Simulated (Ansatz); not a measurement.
# Rh (Rh, diamond): the cost of one run

Method: DFT r2SCAN, plane waves (500 eV) with PAW, scalar-relativistic; PBE-made PAW files, in Ansatz 0.2.0.

## (1) The starting structure

It takes space group Fd-3m (No. 227, cubic). The conventional cell has a = 5.296 Å, b = 5.296 Å, c = 5.296 Å, α = 90.00°, β = 90.00°, γ = 90.00°. Rh (site symmetry -43m) is surrounded by 4 Rh at 2.29 Å.

As a file:

```cif
data_structure
_symmetry_space_group_name_H-M 'P 1'
_symmetry_Int_Tables_number 1
_cell_length_a 3.7446
_cell_length_b 3.7446
_cell_length_c 3.7446
_cell_angle_alpha 60.000
_cell_angle_beta 60.000
_cell_angle_gamma 60.000
_cell_volume 37.13
loop_
_atom_site_label
_atom_site_type_symbol
_atom_site_fract_x
_atom_site_fract_y
_atom_site_fract_z
_atom_site_occupancy
Rh1 Rh 0.12500 0.12500 0.12500 1
Rh2 Rh 0.87500 0.87500 0.87500 1
```

Starting moments (μB): +1 ×2.

## (2) Relaxing cell and atoms

File input.yaml:

```yaml
crystal:
  lattice:
    - [0.0, 2.647863974, 2.647863974]
    - [2.647863974, 0.0, 2.647863974]
    - [2.647863974, 2.647863974, 0.0]
  atoms:
    - { symbol: Rh, position: [0.125, 0.125, 0.125], spin: 1.0 }
    - { symbol: Rh, position: [0.875, 0.875, 0.875], spin: 1.0 }
hamiltonian:
  xc: r2scan
  pseudopotentials:
    kind: paw
    azcp:
      Rh: "pseudopotentials/Rh.paw.azcp"
basis:
  ecutwfc: 500
  fft_grid_basis: typed
kpoints:
  mp_grid: { grid: [10, 10, 10], shift: [0, 0, 0] }
magnetization:
  spin_polarized: true
scf:
  occupations: { method: fermi_dirac, width: 0.05 }
relax:
  max_steps: 60
  f_tol: 0.01
  cell: {}
output:
  write_density: true
  write_potential: true
  elf: true
  volumetric_format: npy
```

Run with:

```bash
$ ansatz run input.yaml --threads 2 --pin off --max-ram 6144MiB --backend cpu --events-out ev --progress --plain --runs-dir out
```

**Question.** How long does this run take on 2 threads of Intel Xeon Platinum 8488C (Sapphire Rapids), shared host, and how much memory does it need?

About 54 s, with a peak of 0.55 GiB.
